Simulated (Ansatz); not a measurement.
# BBrHO− (SMILES [O-]BBr): single points off equilibrium

How do the functionals fare away from a minimum? The structure is a structure displaced at random from a GFN2-xTB minimum.

Method: single points in def2-TZVPPD; program: Ansatz 0.2.0, Gaussian basis.

Correlated methods freeze the cores. Filled d shells of the heavier atoms are correlated.

## 1. The starting structure

4 atoms, charge -1, spin multiplicity 1.

Atoms are counted from 1 here; the program's logs count them from 0.

Bond lengths: O1–B2 1.347 Å, B2–Br3 2.261 Å, B2–H4 1.032 Å. Angles: O1–B2–Br3 114.8°, O1–B2–H4 136.5°, Br3–B2–H4 108.1°.

As a file:

```xyz
4
charge -1, multiplicity 1
O     1.2087   -0.2832   -0.7713
B     0.2380   -0.2550    0.1623
Br   -1.2109    1.4704   -0.0268
H    -0.1134   -0.8888    0.8969
```

## 2. CCSD(T)/def2-TZVPPD

File run/in.yaml:

```yaml
crystal:
  periodic: [false, false, false]
  atoms:
    - {symbol: O, position_ang: [1.208700, -0.283200, -0.771300]}
    - {symbol: B, position_ang: [0.238000, -0.255000, 0.162300]}
    - {symbol: Br, position_ang: [-1.210900, 1.470400, -0.026800]}
    - {symbol: H, position_ang: [-0.113400, -0.888800, 0.896900]}
basis:
  gaussian: {orbitals: "def2-TZVPPD.json"}
total_charge: -1
correlation: {method: ccsd_t}
output: {forces: true}
```

The basis file named in the input lies beside it (Basis Set Exchange, JSON).

The command line of these runs was not kept.

## 3. PBE0-D4/def2-TZVPPD

run/in.yaml: that of step 2 with these lines changed.

```diff
@@ -10,3 +10,3 @@
 total_charge: -1
-correlation: {method: ccsd_t}
-output: {forces: true}
+hamiltonian: {xc: pbe0, dispersion: d4}
+output: {forces: true, orbitals: {seedname: orbitals}}
```

## 4. wB97M-V/def2-TZVPPD

run/in.yaml: that of step 3 with these lines changed.

```diff
@@ -10,3 +10,3 @@
 total_charge: -1
-hamiltonian: {xc: pbe0, dispersion: d4}
-output: {forces: true, orbitals: {seedname: orbitals}}
+hamiltonian: {xc: {name: wB97M-V}}
+output: {forces: true}
```

## 5. r2SCAN-D4/def2-TZVPPD

run/in.yaml: that of step 4 with these lines changed.

```diff
@@ -10,3 +10,3 @@
 total_charge: -1
-hamiltonian: {xc: {name: wB97M-V}}
+hamiltonian: {xc: r2scan, dispersion: d4}
 output: {forces: true}
```

## 6. PBE-D4/def2-TZVPPD

run/in.yaml: that of step 5 with these lines changed.

```diff
@@ -10,3 +10,3 @@
 total_charge: -1
-hamiltonian: {xc: r2scan, dispersion: d4}
+hamiltonian: {xc: pbe, dispersion: d4}
 output: {forces: true}
```

## 7. r2SCAN0-D4/def2-TZVPPD

run/in.yaml: that of step 6 with these lines changed.

```diff
@@ -10,3 +10,3 @@
 total_charge: -1
-hamiltonian: {xc: pbe, dispersion: d4}
+hamiltonian: {xc: {name: r2SCAN0}, dispersion: d4}
 output: {forces: true}
```

## 8. revPBE-D4/def2-TZVPPD

run/in.yaml: that of step 7 with these lines changed.

```diff
@@ -10,3 +10,3 @@
 total_charge: -1
-hamiltonian: {xc: {name: r2SCAN0}, dispersion: d4}
+hamiltonian: {xc: {name: revPBE}, dispersion: d4}
 output: {forces: true}
```

(Steps that only read results are left out.)

What does the calculation give? Wanted: RMS force component; RMS force error; HOMO and LUMO, PBE0-D4; T1 diagnostic.

As calculated:

| quantity | value |
| --- | --- |
| RMS force component | 3.549 to 3.944 eV/Å over the methods |
| RMS force error | PBE0-D4 0.276, wB97M-V 0.259, r2SCAN-D4 0.142, PBE-D4 0.108, r2SCAN0-D4 0.400, revPBE-D4 0.187 eV/Å |
| HOMO and LUMO, PBE0-D4 | -1.84 and 3.58 eV |
| T1 diagnostic | 0.016 |

What this shows: For forces PBE-D4 does best and r2SCAN0-D4 worst. Frozen-core CCSD(T) forces in triple zeta carry basis errors of their own, and this is one geometry, so small gaps rank nothing.
